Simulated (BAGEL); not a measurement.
# CHFNSi (SMILES N#C[SiH]F) at UHF/STO-3G (density fitting with qzvpp-jkfit)

What is the vertical electron affinity of CHFNSi at UHF/STO-3G (density fitting with qzvpp-jkfit)? 

The calculation is run with BAGEL 1.2.2.

7 further runs of the same task are left out: 6 that didn't finish, 1 set aside as unsound or not needed. Runs told in other sessions of the task aren't counted.

## Step 1: The molecule

CHFNSi: 5 atoms, total charge 0, spin state doublet. As SMILES, `N#C[SiH]F`. Geometry: relaxed at PBE0-D4/def2-TZVP.

Bond lengths: N1–C2 1.154 Å, C2–Si3 1.837 Å, Si3–F4 1.591 Å, Si3–H5 1.482 Å. Angles: N1–C2–Si3 173.9°, C2–Si3–F4 108.1°, C2–Si3–H5 109.3°, F4–Si3–H5 109.8°.

## Step 2: The energy at UHF/STO-3G (density fitting with qzvpp-jkfit)

calc.json

```json
{ "bagel": [

{
  "title": "molecule",
  "basis": "sto-3g",
  "df_basis": "qzvpp-jkfit",
  "angstrom": true,
  "geometry": [
    { "atom": "N", "xyz": [    1.347400,   -1.164000,    1.391300 ] },
    { "atom": "C", "xyz": [    0.713800,   -0.590000,    0.616200 ] },
    { "atom": "Si", "xyz": [   -0.146100,    0.297600,   -0.743500 ] },
    { "atom": "F", "xyz": [   -1.590300,   -0.347100,   -0.917700 ] },
    { "atom": "H", "xyz": [   -0.274900,    1.730000,   -0.387600 ] }
  ]
},
{
  "title": "uhf",
  "nopen": 1
},
{
  "title": "print",
  "file": "orbitals.molden",
  "orbitals": true
}

]}
```

Command:

```
$ BAGEL_NUM_THREADS=1 BAGEL calc.json > calc.out
```

What it wrote:

```text
* using 1 threads per process

  ===============================================================
  ===============================================================

  *** Geometry ***

  { "atom" : "N", "xyz" : [      2.546217,     -2.199641,      2.629176 ] },
  { "atom" : "C", "xyz" : [      1.348887,     -1.114938,      1.164449 ] },
  { "atom" : "Si", "xyz" : [     -0.276089,      0.562382,     -1.405011 ] },
  { "atom" : "F", "xyz" : [     -3.005231,     -0.655924,     -1.734202 ] },
  { "atom" : "H", "xyz" : [     -0.519486,      3.269226,     -0.732458 ] },

  Number of auxiliary basis functions:      375

  Since a DF basis is specified, we compute 2- and 3-index integrals:
    o Being stored without compression. Storage requirement is 0.002 GB

  Number of basis functions:       25
  Number of electrons      :       37

    * METHOD: MOLECULE                             0.09

  *** Open-shell HF ***

  === Nuclear Repulsion ===
   130.7648012512

      * DIIS with orbital gradients will be used.

  === UHF iteration (sto-3g) ===
      0       -475.16712120          0.05915129           0.02
      1       -475.24021217          0.05224693           0.02
      2       -475.25939894          0.04788106           0.02
      3       -475.33058086          0.00174467           0.02
      4       -475.33124989          0.00061357           0.02
      5       -475.33144360          0.00018951           0.02
      6       -475.33155609          0.00009312           0.02
      7       -475.33164017          0.00007531           0.02
      8       -475.33177093          0.00006558           0.02
      9       -475.33197799          0.00005522           0.02
     10       -475.33221343          0.00004594           0.02
     11       -475.33239495          0.00002803           0.02
     12       -475.33251758          0.00001486           0.02
     13       -475.33258681          0.00001215           0.02
     14       -475.33260880          0.00001031           0.02
     15       -475.33264277          0.00000935           0.02
     16       -475.33267698          0.00000821           0.02
     17       -475.33270483          0.00000579           0.02
     18       -475.33271421          0.00000320           0.02
     19       -475.33271439          0.00000209           0.02
     20       -475.33271441          0.00000085           0.02
     21       -475.33271441          0.00000041           0.02
     22       -475.33271443          0.00000015           0.02
     23       -475.33271445          0.00000010           0.02
     24       -475.33271445          0.00000008           0.02
     25       -475.33271445          0.00000005           0.02
     26       -475.33271445          0.00000003           0.02
     27       -475.33271446          0.00000003           0.02
     28       -475.33271446          0.00000002           0.02
     29       -475.33271446          0.00000001           0.02
    * SCF iteration converged.

    * S^2 (UHF) is 0.8685

    * Permanent dipole moment:
           (    0.202787,    -0.745605,     1.087967) a.u.

    * METHOD: UHF                                  0.72

    * METHOD: PRINT                                0.00

  ===============================================================
```

It took 0.94 s on 1 thread of Arm Neoverse V1, shared host.

## Step 3: The singlet anion, same level

calc.json: that of step 2 with these lines changed.

```diff
@@ -6,3 +6,3 @@
   "df_basis": "qzvpp-jkfit",
-  "angstrom": true,
+  "angstrom": "true",
   "geometry": [
@@ -15,11 +15,4 @@
 },
-{
-  "title": "uhf",
-  "nopen": 1
-},
-{
-  "title": "print",
-  "file": "orbitals.molden",
-  "orbitals": true
-}
+{ "title": "hf", "charge": -1 },
+{ "title": "print", "file": "orbitals.molden", "orbitals": "true" }
```

Command:

```
$ BAGEL_NUM_THREADS=1 BAGEL calc.json > calc.out
```

What it wrote:

```text
* using 1 threads per process

  ===============================================================
  ===============================================================

  *** Geometry ***

  { "atom" : "N", "xyz" : [      2.546217,     -2.199641,      2.629176 ] },
  { "atom" : "C", "xyz" : [      1.348887,     -1.114938,      1.164449 ] },
  { "atom" : "Si", "xyz" : [     -0.276089,      0.562382,     -1.405011 ] },
  { "atom" : "F", "xyz" : [     -3.005231,     -0.655924,     -1.734202 ] },
  { "atom" : "H", "xyz" : [     -0.519486,      3.269226,     -0.732458 ] },

  Number of auxiliary basis functions:      375

  Since a DF basis is specified, we compute 2- and 3-index integrals:
    o Being stored without compression. Storage requirement is 0.002 GB

  Number of basis functions:       25
  Number of electrons      :       37

    * METHOD: MOLECULE                             0.09

  *** RHF ***

  === Nuclear Repulsion ===
   130.7648012512

      * DIIS with orbital gradients will be used.

  === RHF iteration (sto-3g) ===
      0       -475.08445939          0.02366115           0.01
      1       -475.13187221          0.02049496           0.01
      2       -475.18431260          0.00181115           0.01
      3       -475.18570458          0.00050799           0.01
      4       -475.18587310          0.00014460           0.01
      5       -475.18588486          0.00006068           0.01
      6       -475.18588703          0.00002321           0.01
      7       -475.18588737          0.00000541           0.01
      8       -475.18588739          0.00000205           0.01
      9       -475.18588739          0.00000109           0.01
     10       -475.18588739          0.00000018           0.01
     11       -475.18588739          0.00000005           0.01
     12       -475.18588739          0.00000002           0.01
     13       -475.18588739          0.00000001           0.01
    * SCF iteration converged.

    * Permanent dipole moment:
           (    0.713771,    -0.127445,     0.122992) a.u.

    * METHOD: HF                                   0.22

    * METHOD: PRINT                                0.00

  ===============================================================
```

Run time: 0.45 s. Hardware: 1 thread of Arm Neoverse V1, shared host.

## Step 4: What came out

Level: UHF/STO-3G (density fitting with qzvpp-jkfit).

| quantity | value |
| --- | --- |
| doublet CHFNSi: total energy | -475.33271 Eh |
| doublet CHFNSi: dipole moment | 3.39 D |
| doublet CHFNSi: ⟨S²⟩ | 0.869 |
| singlet anion: total energy | -475.18589 Eh |
| singlet anion: HOMO energy | 3.40 eV |
| singlet anion: LUMO energy | 16.59 eV |
| singlet anion: HOMO–LUMO gap (to an unbound level, set by the basis) | 13.19 eV |
| vertical electron affinity (to the singlet anion) | -3.995 eV |

In words: The anion lies 4.00 eV (92 kcal/mol) above the neutral: the electron isn't bound at this level, and such a value depends on the basis. Without diffuse functions anions come out too high. Hartree–Fock misses the correlation that binds many anions. In a minimal basis such a difference can be off by several eV, whatever the method. ⟨S²⟩ (doublet CHFNSi) is 0.87 where a pure doublet has 0.75: the reference is spin-contaminated. The HOMO (singlet anion) lies at positive energy, 3.40 eV: the electron is unbound at this level or held by a compact basis; values depend on the basis.
